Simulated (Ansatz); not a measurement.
**BeH₂+ (doublet): the correlation ladder at distance Be1–H2 = 2.243 Å, cc-pVQZ**

An exercise on one series of results from a longer session: the logs are not shown, and one member is left open.

Method: cc-pVQZ, core rule «outside noble gas», up to 1 orbitals frozen; program: Ansatz 0.2.0, Gaussian basis.

Plan: UHF; CCSD(T) on ROHF; CCSD(T) on UHF.

42 further runs of the same task are left out: 39 that didn't finish, 3 set aside as unsound or not needed. Runs told in other sessions of the task aren't counted.

## The system

The geometry derives from a PBE0/def2-TZVP stationary point (not a proven minimum). One bond is set to the value named and the two fragments are kept rigid.

3 atoms, charge 1, spin multiplicity 2.

Atoms are counted from 1 here; the program's logs count them from 0.

Bond lengths: Be1–H3 1.411 Å.

Set-up of the first run:

in.yaml

```yaml
crystal:
  periodic: [false, false, false]
  atoms:
    - {symbol: Be, position_ang: [0.000000, -0.253387, 0.049526]}
    - {symbol: H, position_ang: [0.000000, 1.448262, -1.411789]}
    - {symbol: H, position_ang: [0.000000, 0.817316, 0.968971]}
basis:
  gaussian: {orbitals: cc-pVQZ}
total_charge: 1
magnetization: {spin_polarized: true, initial_magnetization: 1}
hamiltonian: {xc: hf}
output: {orbitals: {seedname: orbitals}}
```

The run is started by

```console
ansatz run in.yaml --threads 1 --pin off --events-out ev --progress --plain --max-ram 2393MiB
```

Steps of the session up to this table: UHF; CCSD(T) on ROHF; CCSD(T) on UHF.

One of the session's tables, all rows but one given; the rest of the session is left out.

```
  method  from RCCSD(T) (meV)
    ROHF              +1214.5
     UHF              +1188.9
    RMP2               +280.6
    UMP2               +274.5
   RCCSD                 +8.0
   UCCSD                    ?
RCCSD(T)                    0
UCCSD(T)                 -0.3
```

Q: Estimate the row for UCCSD from the others.

The run gave: from RCCSD(T) (meV): +7.0. In the column «from RCCSD(T) (meV)» it lies between RCCSD(T) (0) and RCCSD (+8.0).

Caveats from the session: Restricted and unrestricted rows rest on different reference determinants; a gap between their highest levels can come from leftover correlation error, from unlike frozen cores or from another state.
